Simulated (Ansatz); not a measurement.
What does this script print? It uses Ansatz's Python interface.

Script `formation_mopd.py`:
```python
"""Formation energy of MoPd from the elements, after relaxing cells and atoms."""

from collections import Counter
import warnings

import ansatz as az
import numpy as np


def ground_state(name, crystal):
    calc = (
        crystal.calculation()
        .functional("lda")
        .basis(470)
        .scf(max_iterations=100)
        .kpoints(spacing=0.3)  # the mesh must be finer for metals
        .occupations("fermi_dirac", width=0.1)
        .stress()  # GPa
    )
    calc = calc.relax(force_tolerance=0.02, max_steps=30, cell=True)
    return calc.run()


def counts(outcome):
    return Counter(site.symbol for site in outcome.lattice.sites)

def formation_energy(outcome, mu):
    n = counts(outcome)
    return (outcome.report["energy_sigma0_ev"] - sum(k * mu[element] for element, k in n.items())) / sum(n.values())


def volume_per_atom(outcome):
    return abs(np.linalg.det(outcome.lattice.cell_ang)) / len(outcome.lattice.sites)


def main() -> None:
    warnings.simplefilter("ignore")

    phases = {}
    mopd = (
        az.Lattice.of((2.793896, 0.0, 0.0), (-1.396948, 2.419585, 0.0), (0.0, 0.0, 4.566371))
        .atom("Mo", (2 / 3, 1 / 3, 0.5))
        .atom("Pd", (1 / 3, 2 / 3, 0.0))
    )
    phases["MoPd"] = mopd
    mo = (
        az.Lattice.of((-1.573415, 1.573415, 1.573415), (1.573415, -1.573415, 1.573415), (1.573415, 1.573415, -1.573415))
        .atom("Mo", (0.0, 0.0, 0.0))
    )
    phases["Mo"] = mo
    pd_cell = (
        az.Lattice.fcc(3.893)
        .space_group(225)
        .atom("Pd", (0.0, 0.0, 0.0))
        .primitive()
    )
    phases["Pd"] = pd_cell

    done = {}
    for name, crystal in phases.items():
        done[name] = ground_state(name, crystal)
        print(f"{name}: {done[name].report['energy_sigma0_ev']:.4f} eV, {len(done[name].lattice.sites)} atoms")

    # chemical potentials of the elements at zero temperature
    references = {"Mo": "Mo", "Pd": "Pd"}
    mu = {element: done[name].report["energy_sigma0_ev"] / len(done[name].lattice.sites) for element, name in references.items()}

    target = done["MoPd"]
    heat = formation_energy(target, mu)
    n = counts(target)
    print("cell content:", dict(n), " volume", round(volume_per_atom(target), 3), "A^3/atom")
    print("formation energy", round(heat, 4), "eV/atom,", round(heat * sum(n.values()), 4), "eV per cell")
    print("bound against the elements" if heat < 0 else "unbound against the elements")


if __name__ == "__main__":
    main()
```

```console
$ python formation_mopd.py
MoPd: -11687.4446 eV, 2 atoms
Mo: -4842.8478 eV, 1 atoms
Pd: -6844.5994 eV, 1 atoms
cell content: {<Element.MO: 'Mo'>: 1, <Element.PD: 'Pd'>: 1}  volume 14.44 A^3/atom
formation energy 0.0013 eV/atom, 0.0026 eV per cell
unbound against the elements
```

Caveats:
- Total energies depend on the potentials; only differences at equal settings carry meaning.
- No spin polarisation was allowed.
- For the metals among these phases the mesh is modest: differences between phases can be off by up to 40 meV an atom.
- The cells come from databases of deposited and of computed structures, and not all need be stable phases.
- The compound is the structure given, not necessarily its lowest; energies are at zero temperature, with no correction for gases. A semilocal functional's error on such energies is often 0.05 to 0.1 eV an atom, and 0.1 to 0.3 eV against gases such as O2 or F2.
- Run time: 16 s on 1 thread of Arm Neoverse V2, with other jobs on the host, peak memory 0.39 GiB.
